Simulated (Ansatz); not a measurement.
# Mg2Co (P-4m2) in Ansatz: convergence with wavefunction cutoff

Aim: find how far wavefunction cutoff must go before the results for Mg2Co settle, at PBE. This setting moves, with any that are tied to it; all else stays.

Program: Ansatz 0.2.0. These are calculated values, not measurements. Logs are shortened: lines on timing, memory, paths and dates and some standing lists are left out, and cuts for length are marked.

### Step 1. The structure

The structure is tetragonal, space group P-4m2 (No. 115). The conventional cell has a = 3.156 Å, b = 3.156 Å, c = 4.679 Å, α = 90.00°, β = 90.00°, γ = 90.00°. Around Mg (site symmetry 2mm) lie 2 Co at 2.04 Å. Around Co (site symmetry -4m2) lie 4 Mg at 2.04 Å.

The cell was built by a generator and needn't be a form met in nature.

### Step 2. With wavefunction cutoff 400 eV

input.yaml

```yaml
crystal:
  lattice:
    - [3.15568496, 0.0, 0.0]
    - [0.0, 3.15568496, 0.0]
    - [0.0, 0.0, 4.67917876]
  atoms:
    - { symbol: Mg, position: [0.5, 0.0, 0.777762] }
    - { symbol: Mg, position: [0.0, 0.5, 0.222238] }
    - { symbol: Co, position: [0.0, 0.0, 0.5], spin: 2.0 }
hamiltonian:
  xc: pbe
  pseudopotentials: { kind: nc, accuracy: stringent }
magnetization:
  spin_polarized: true
kpoints:
  mp_grid: { grid: [7, 7, 5] }
scf:
  occupations: { method: methfessel_paxton, width: 0.1 }
output:
  forces: true
  stress: true
  eigenvalues: true
basis:
  ecutwfc: "400 eV"
```

Potentials or basis: PseudoDojo stringent (PBE files).

The run is started by

```console
$ ansatz run input.yaml --threads 2 --pin off --max-ram 5632MiB --backend cpu --events-out ev --progress --plain --runs-dir out
```

Run time: 5.1 s. Hardware: 2 threads of Arm Neoverse V2, shared host; peak memory 0.27 GiB.

What came out:

```
Free energy            : -7139.0805 eV
Pressure               : 34.4 GPa
Largest force          : 6.396 eV/Å
Band gap on the k mesh : none (metal or under the smearing width)
Net moment             : 0.09 μB per cell
Absolute moment        : 0.11 μB per cell
Site moments           : Mg -0.00; Co +0.09 μB
```

### Step 3. With wavefunction cutoff 500 eV

input.yaml, as its differences from that of step 2:

```diff
@@ -23,2 +23,2 @@
 basis:
-  ecutwfc: "400 eV"
+  ecutwfc: "500 eV"
```

Potentials or basis: PseudoDojo stringent (PBE files).

The run is started by

```console
$ ansatz run input.yaml --threads 2 --pin off --max-ram 5632MiB --backend cpu --events-out ev --progress --plain --runs-dir out
```

Run time: 6.2 s. Hardware: 2 threads of Arm Neoverse V2, shared host; peak memory 0.3 GiB.

What came out:

* Free energy: -7281.3722 eV
* Pressure: 24.0 GPa
* Largest force: 4.258 eV/Å
* Band gap on the k mesh: none (metal or under the smearing width)
* Net moment: 0.00 μB per cell
* Absolute moment: 0.00 μB per cell

### Step 4. With wavefunction cutoff 600 eV

input.yaml, as its differences from that of step 3:

```diff
@@ -23,2 +23,2 @@
 basis:
-  ecutwfc: "500 eV"
+  ecutwfc: "600 eV"
```

The run is started by

```console
$ ansatz run input.yaml --threads 2 --pin off --max-ram 5632MiB --backend cpu --events-out ev --progress --plain --runs-dir out
```

It took 12 s on 2 threads of Arm Neoverse V2, shared host; peak memory 0.32 GiB.

Results:

```
Free energy            : -7354.6408 eV
Pressure               : 30.7 GPa
Largest force          : 3.858 eV/Å
Band gap on the k mesh : none (metal or under the smearing width)
Net moment             : 0.00 μB per cell
Absolute moment        : 0.00 μB per cell
```

### Step 5. With wavefunction cutoff 700 eV

input.yaml, as its differences from that of step 4:

```diff
@@ -23,2 +23,2 @@
 basis:
-  ecutwfc: "600 eV"
+  ecutwfc: "700 eV"
```

The run is started by

```console
$ ansatz run input.yaml --threads 2 --pin off --max-ram 5632MiB --backend cpu --events-out ev --progress --plain --runs-dir out
```

Wall time 14 s (2 threads of Arm Neoverse V2, shared host); peak memory 0.36 GiB.

Results:

```yaml
Free_energy: -7391.2214 eV
Pressure: 32.9 GPa
Largest_force: 4.748 eV/Å
Band_gap_on_the_k_mesh: none (metal or under the smearing width)
Net_moment: 0.00 μB per cell
Absolute_moment: 0.00 μB per cell
```

### Step 6. With wavefunction cutoff 850 eV

input.yaml, as its differences from that of step 5:

```diff
@@ -23,2 +23,2 @@
 basis:
-  ecutwfc: "700 eV"
+  ecutwfc: "850 eV"
```

Potentials or basis: PseudoDojo stringent (PBE files).

The run is started by

```console
$ ansatz run input.yaml --threads 2 --pin off --max-ram 5632MiB --backend cpu --events-out ev --progress --plain --runs-dir out
```

Wall time 13 s (2 threads of Arm Neoverse V2, shared host); peak memory 0.4 GiB.

It converged, with:

```
Free energy            : -7412.2063 eV
Pressure               : 32.2 GPa
Largest force          : 4.445 eV/Å
Band gap on the k mesh : none (metal or under the smearing width)
Net moment             : 0.00 μB per cell
Absolute moment        : 0.00 μB per cell
```

### Step 7. With wavefunction cutoff 1000 eV

input.yaml, as its differences from that of step 6:

```diff
@@ -23,2 +23,2 @@
 basis:
-  ecutwfc: "850 eV"
+  ecutwfc: "1000 eV"
```

The run is started by

```console
$ ansatz run input.yaml --threads 2 --pin off --max-ram 5632MiB --backend cpu --events-out ev --progress --plain --runs-dir out
```

Run time: 20 s. Hardware: 2 threads of Arm Neoverse V2, shared host; peak memory 0.46 GiB.

The run converged. Its results:

| Property | Result |
| --- | --- |
| Free energy | -7417.4463 eV |
| Pressure | 32.9 GPa |
| Largest force | 4.506 eV/Å |
| Band gap on the k mesh | none (metal or under the smearing width) |
| Net moment | 0.00 μB per cell |
| Absolute moment | 0.00 μB per cell |

### Step 8. With wavefunction cutoff 1200 eV

input.yaml, as its differences from that of step 7:

```diff
@@ -23,2 +23,2 @@
 basis:
-  ecutwfc: "1000 eV"
+  ecutwfc: "1200 eV"
```

The run is started by

```console
$ ansatz run input.yaml --threads 2 --pin off --max-ram 5632MiB --backend cpu --events-out ev --progress --plain --runs-dir out
```

It took 19 s on 2 threads of Arm Neoverse V2, shared host; peak memory 0.46 GiB.

The run converged. Its results:

```yaml
Free_energy: -7418.5542 eV
Pressure: 33.2 GPa
Largest_force: 4.539 eV/Å
Band_gap_on_the_k_mesh: none (metal or under the smearing width)
Net_moment: 0.00 μB per cell
Absolute_moment: 0.00 μB per cell
```

### Step 9. With wavefunction cutoff 1400 eV

input.yaml, as its differences from that of step 8:

```diff
@@ -23,2 +23,2 @@
 basis:
-  ecutwfc: "1200 eV"
+  ecutwfc: "1400 eV"
```

Potentials or basis: PseudoDojo stringent (PBE files).

The run is started by

```console
$ ansatz run input.yaml --threads 2 --pin off --max-ram 5632MiB --backend cpu --events-out ev --progress --plain --runs-dir out
```

It took 24 s on 2 threads of Arm Neoverse V2, shared host; peak memory 0.53 GiB.

Results (log left out):

```yaml
Free_energy: -7418.6162 eV
Pressure: 33.2 GPa
Largest_force: 4.542 eV/Å
Band_gap_on_the_k_mesh: none (metal or under the smearing width)
Net_moment: 0.00 μB per cell
Absolute_moment: 0.00 μB per cell
```

### Step 10. With wavefunction cutoff 1700 eV

input.yaml, as its differences from that of step 9:

```diff
@@ -23,2 +23,2 @@
 basis:
-  ecutwfc: "1400 eV"
+  ecutwfc: "1700 eV"
```

Potentials or basis: PseudoDojo stringent (PBE files).

The run is started by

```console
$ ansatz run input.yaml --threads 2 --pin off --max-ram 5632MiB --backend cpu --events-out ev --progress --plain --runs-dir out
```

What it wrote:

```text
Warning: RAYON_NUM_THREADS=2 ignored (pool sized by the plan → 2); use --threads N
Engine: ansatz 0.2.0, aarch64-unknown-linux-gnu
Pseudopotentials: kind: nc
Pseudopotential: Mg, nc, valence charge 10, recommended cutoff 1142.878222 eV (normal), Mg.nc.azcp (PseudoDojo's, or run here from an input of PseudoDojo's; its table is named by hamiltonian.pseudopotentials.accuracy)
Pseudopotential: Co, nc, valence charge 17, recommended cutoff 1414.992085 eV (normal), Co.nc.azcp (PseudoDojo's, or run here from an input of PseudoDojo's; its table is named by hamiltonian.pseudopotentials.accuracy)
Functional definition: PBE
  parameter kappa = 0.804
  parameter beta = 0.06672455060314922
  exchange = pbe_x(kappa = kappa, mu = beta*pi^2/3)
  correlation = pbe_c(beta = beta)
Crystal: 3 atoms, lattice volume = 46.597 Å³
Basis set: ecut = 1700 eV, 7419 PW (Γ), exchange–correlation on 90×90×128 points (8 copies of the dense FFT grid, shifted against one another)
Bands: 24, of which v1, the nominal top of the filled ones, is band 19 counted from 1 (18 counted from 0)
Symmetry: 8 space group operations
Space group: P-4m2 (ITA 115), of the structure as read, at distance tolerance 3.6e-5 Å
Magnetic group: BNS 115.283 (UNI 943), of the structure as read, at distance tolerance 3.6e-5 Å
k-points: 30 of 245 (time reversal used)
Non-local potential: Mg, projectors of the file, l = 0: 2, l = 1: 2
Non-local potential: Co, projectors of the file, l = 0: 2, l = 1: 2, l = 2: 2
Initial density: superposition of atomic densities (chi_scale 0.1, normalization cell, long waves kept (reshape's long-wave potential 0.00 eV rms))
Starting moments: Σ|m| = 2 μB on 1 of 3 sites
Initial wavefunctions: pseudopotential atomic-orbital guess
Functional: x = pbe(κ = 0.804, μ = 0.2195149727645171), c = pbe(β = 0.06672455060314922)
SCF iter   1: F=—  HF=-7421.128584 eV  |F-HF|=—  |Δ(HF+E_count)|=         —  Δρ=1.84e-1 (↑4.29e-2 ↓1.84e-1)  dr2=2.04e1  dr2_m=4.09e0  M=0.250 μB ∫|m|=0.349 μB  β_m=0.30  ethr=3.10e-3  ⟨swp⟩=6.0  Hψ=6883  notcnv=0
preconditioner: auto → Kerker (q_TF=auto, 2.625 Å⁻¹)  [metal: Δε(μ)=0.005 eV  Ē_g=8.186 eV  σ=0.100 eV  W_gap=0.04  n_scr=14 (ndim 8)  ℏωp=19.6 eV  f_vac=0.000  D(μ)=1.30/eV (n_scr^D=6)]
spin=Collinear: Kerker preconditioning applied to the charge; magnetization (m = ρ↑ − ρ↓) channel mixes plain (no charge-response kernel on spin).
SCF iter   2: F=—  HF=-7419.016786 eV  |F-HF|=—  |Δ(HF+E_count)|=    2.11e0  S|Δr|=    0.00e0  Δρ=8.23e-2 (↑8.23e-2 ↓4.37e-2)  dr2=1.74e0  dr2_m=1.22e0  M=0.461 μB ∫|m|=0.729 μB  β_m=0.30  ethr=3.10e-3  ⟨swp⟩=3.0  Hψ=3865  notcnv=0  defer=76
SCF iter   3: F=—  HF=-7418.861808 eV  |F-HF|=—  |Δ(HF+E_count)|=   1.55e-1  S|Δr|=    0.00e0  Δρ=4.95e-2 (↑4.95e-2 ↓4.82e-2)  dr2=1.47e0  dr2_m=8.19e-1  M=0.384 μB ∫|m|=0.578 μB  β_m=0.30  ethr=3.10e-3  ⟨swp⟩=1.9  Hψ=2073  notcnv=0  defer=72
[... 17 lines left out ...]
WARN: the starting moments were not kept: the SCF closed with an absolute magnetisation of 4.0e-6 μB, where they sum to 2 μB in size (1 site). That is at most 0.1 of that sum. Measured as dr2_m measures the in/out step, that magnetisation stands 8.8e-12 eV from none, at or under the dr2_threshold of 1.0e-7 eV: it is no larger than a step whose dr2_m would equal this threshold. The system may hold no moment; this SCF shows only that its start led to no more than that. To try another start: raise the starting moments (crystal.atoms[].spin, magnetization.per_species, magnetization.initial_magnetization, or on a non-collinear deck that types none of these the spinor_matrix: blocks that start its atoms; where the total moment is fixed, keep their sum and leave initial_magnetization as it is; typed ones take the place of any that the run laid by itself, positive ones on a crystal's lanthanoids without a Hubbard term where scf.initial_density.shell_occupations: [] is typed) or, if the notice of its spin-set hold's release reads "site moments contracting" or "site moments show no strong build", lengthen the hold (scf.mixing.spin_hold: { on: { confirm: 4 } }; for m-r²SCAN on two components see the key's manual first). Each may lead to a state that holds a moment. A second SCF, from the converged charge density, with the starting moments and any scf.initial_density.shell_occupations laid on it anew, would have followed, and was not run: the deck does not ask for one (magnetization.retry_lost_moments is false, the default). To let it run, set magnetization.retry_lost_moments: true and run the deck again, where that key's refused combinations let it; where memory then withholds it, that run's warning says so.
SCF 1 converged in 18 iterations: F = -7418.617504 eV  dr2 = 2.25e-10
this state was not tested for a lower state beside it, because cold or Methfessel-Paxton smearing, or corrected tetrahedra, fill the levels in a way that the test cannot read (fill_not_monotonic; see scf.lower_state_search)
SCF converged after 18 iterations
Magnetization: 0.0000 μB (18.5000 up, 18.5000 down)
Absolute magnetization: 0.0000 μB (∫|ρ↑−ρ↓|)
Spin contamination: 0.0000 ħ² per cell (⟨S²⟩ above its minimum at these occupations)
Per-site moments (μB) at R_I (Å): [(-8.064639647579224e-8, 0.843237370679995), (-8.06463963949569e-8, 0.843237370679995), (1.8513609874799236e-6, 0.843237370679995)]
Free energy (F): -7418.617504 eV
Harris-Foulkes:  -7418.617504 eV  (|F-HF|=2.03e-10)
Internal energy: -7418.618450 eV  (E = F + TS)
E sigma→0 (E₀):  -7418.617740 eV
Entropy (-TS):   0.000945 eV (0.315 meV/atom)
Fermi energy:    9.814800 eV
--- Per-component energies (eV) ---
  E_band       = -996.409135
  E_kinetic    = 3787.640786
  E_local      = -7664.315672  (includes V_loc(G=0)·N_el)
  E_nonlocal   = -1538.237821
  E_hartree    = 2782.522214
  E_xc         = -1206.165770
  E_vxc        = -1146.541913  (∫ρ·V_xc dr)
  E_ewald      = -3580.062185
  E_smearing   = 0.000945  (= −TS)
  E_closure    = 0.000000  (closes the sum)
  Σ components = -7418.617504   (vs F -7418.617504, Δ=0.00e0)
--- Forces (eV/Å), atoms counted from 1 ---
  atom   1  Mg     0.00000000     0.00000000     4.54192862
  atom   2  Mg     0.00000000     0.00000000    -4.54192862
  atom   3  Co     0.00000000     0.00000000     0.00000000
  max |Σ_I F_I| component: 8.88e-16 eV/Å
--- Stress (GPa, compression-positive) ---
       27.909702       0.000000      -0.000000
        0.000000      27.909702       0.000000
       -0.000000       0.000000      43.710709
  P = ⅓ Tr σ = 33.1767 GPa (331.767 kbar)
--- Band table (eV; the first three rows and the last of 60) ---
  k-point 0 ↑: bands = ["-83.8030", "-65.4990", "-65.4978", "-47.2492", "-47.1570", "-47.1570", "-32.3645", "-32.3416", "-32.3416", "-32.3297", "-32.2799", "-32.2799", "2.3883", "7.1990", "8.1962", "9.1033", "9.1033", "9.4711", "9.6479", "10.7414", "16.4606", "16.4606", "17.2510", "21.0345"]
  k-point 1 ↑: bands = ["-83.8030", "-65.5004", "-65.4965", "-47.2492", "-47.1570", "-47.1570", "-32.3617", "-32.3419", "-32.3419", "-32.3327", "-32.2797", "-32.2797", "2.6729", "6.4212", "8.2067", "8.6442", "9.0916", "9.0916", "9.6488", "12.7886", "16.7356", "16.7356", "17.2611", "20.5936"]
  k-point 2 ↑: bands = ["-83.8030", "-65.5015", "-65.4954", "-47.2492", "-47.1570", "-47.1570", "-32.3552", "-32.3422", "-32.3422", "-32.3394", "-32.2794", "-32.2794", "3.5090", "4.8495", "8.2263", "8.4335", "9.0728", "9.0728", "9.6502", "15.7454", "17.3202", "17.4776", "17.4776", "19.0686"]
  k-point 29 ↓: bands = ["-83.8012", "-65.4975", "-65.4972", "-47.2564", "-47.1649", "-47.1649", "-32.3624", "-32.3524", "-32.3391", "-32.3383", "-32.3036", "-32.2907", "7.5193", "8.0706", "8.3604", "8.6374", "9.5663", "9.9132", "10.5578", "11.1057", "11.6593", "13.0133", "13.9582", "14.6291"]
```

Wall time 34 s (2 threads of Arm Neoverse V2, shared host); peak memory 0.64 GiB.

Results:

- Free energy: -7418.6175 eV
- Pressure: 33.2 GPa
- Largest force: 4.542 eV/Å
- Band gap on the k mesh: none (metal or under the smearing width)
- Net moment: 0.00 μB per cell
- Absolute moment: 0.00 μB per cell

### Step 11. The series at a glance

```tsv
wavefunction cutoff	energy less the tightest run, at zero smearing (meV/atom)	pressure (GPa)	largest force (eV/Å)	absolute moment (μB)	SCF cycles	CPU time (s)	peak memory (GiB)
400 eV	93179.09	34.37	6.396	0.11	16	9.9	0.27
500 eV	45748.57	23.98	4.258	0.00	17	12	0.3
600 eV	21325.62	30.70	3.858	0.00	20	23	0.32
700 eV	9132.08	32.85	4.748	0.00	19	27	0.36
850 eV	2137.08	32.22	4.445	0.00	15	25	0.4
1000 eV	390.41	32.90	4.506	0.00	15	38	0.46
1200 eV	21.09	33.15	4.539	0.00	18	37	0.46
1400 eV	0.43	33.18	4.542	0.00	18	47	0.53
1700 eV	0.00	33.18	4.542	0.00	18	67	0.64
```

Against the tightest run, the energy stays within 1 meV/atom from 1400 eV on; the pressure stays within 0.1 GPa from 1200 eV on; the largest force stays within 0.005 eV/Å from 1200 eV on; the absolute moment stays within 0.02 μB from 500 eV on. The tightest run that finished is the yardstick and may itself not be fully converged.

Caveats: the starting moments collapsed, and a magnetic state may lie lower; a pressure of tens of GPa on the cell as given is suspect, and the run, the potentials or the cell itself is likely at fault; forces of over 1 eV/Å show positions far from the minimum, so gaps and moduli don't describe the material at rest; the starting moments weren't kept.
